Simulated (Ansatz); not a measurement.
## CH₄GeOS, SMILES O[CH]1[S][GeH2]1: a rigid torsion scan, step by step

Program: the Ansatz DFT code, driven from Python.

Typed at the interpreter:
```pycon
>>> import ansatz as az
>>> from ase import Atoms
>>> config = {
...     "basis_set": "def2-SVP",
...     "xc": "r2scan",
...     "vdw": "d3bj",
...     "fmax": 0.02,
... }
>>> atoms = Atoms(["O", "C", "S", "Ge", "H", "H", "H", "H"], positions=[
...     (-0.7623, 0.1748, -1.4377),
...     (-0.508, 0.5573, -0.1311),
...     (-1.5529, -0.3257, 1.0104),
...     (0.7954, -0.6504, 0.6676),
...     (-0.0867, 0.6128, -2.0164),
...     (-0.3707, 1.6575, 0.085),
...     (1.5758, -0.1129, 1.8665),
...     (1.0015, -1.9705, -0.1002),
... ])
>>> # relax first, so that the scan starts from a minimum
>>> first = (
...     az.Crystal.molecule_from_ase(atoms).calculation()
...     .basis(gaussian=config["basis_set"])
...     .functional(config["xc"], dispersion=config["vdw"])
...     .relax(force_tolerance=config["fmax"], max_steps=80)
... )
>>> atoms.positions = first.run(threads=1, pin="off").report["positions_ang"]
DeckWarning: the engine holds no damping parameters fitted to this dispersion correction and functional, so the run takes those fitted to r2scan beside the three-body term, which d3bj leaves out (hamiltonian.dispersion, under Limitations)
>>> start = atoms.get_dihedral(2, 1, 0, 4)
>>> energies = {}
>>> for turn in range(0, 360, 30):
...     turned = atoms.copy()
...     turned.set_dihedral(2, 1, 0, 4, start + turn, indices=[0, 4])
...     job = (
...         az.Crystal.molecule_from_ase(turned).calculation()
...         .basis(gaussian=config["basis_set"])
...         .functional(config["xc"], dispersion=config["vdw"])
...     )
...     energies[round((start + turn) % 360)] = job.run(threads=1, pin="off").report["free_energy_ev"]
...
>>> floor = min(energies.values())
>>> print("dihedral S2-C1-O0-H4 (deg)   E - E(min) (kJ/mol)")
dihedral S2-C1-O0-H4 (deg)   E - E(min) (kJ/mol)
>>> for angle, e in sorted(energies.items()):
...     print(f"{angle:8d} {96.485332 * (e - floor):14.3f}  " + "#" * int(30 * (e - floor) / max(max(energies.values()) - floor, 1e-9)))
...
       4          2.784  ######
      34          5.522  ############
      64          6.463  ##############
      94          9.055  ###################
     124         11.286  ########################
     154          9.837  #####################
     184          7.961  #################
     214         10.232  ######################
     244         13.796  ##############################
     274         11.515  #########################
     304          4.015  ########
     334          0.000
```

Caveats:
- Warnings are shown shortened and without file and line.
- The scan is rigid and the energies are electronic, in a modest basis. With rigid groups the curve can differ much from the relaxed path, the start wasn't checked as a minimum of this torsion, and equivalent turns needn't return to the same energy.
- A dispersion term here runs with damping parameters fitted for another variant or functional.
- Timing: 110 s on 1 thread of Arm Neoverse V1 (shared host), peak memory 0.24 GiB.
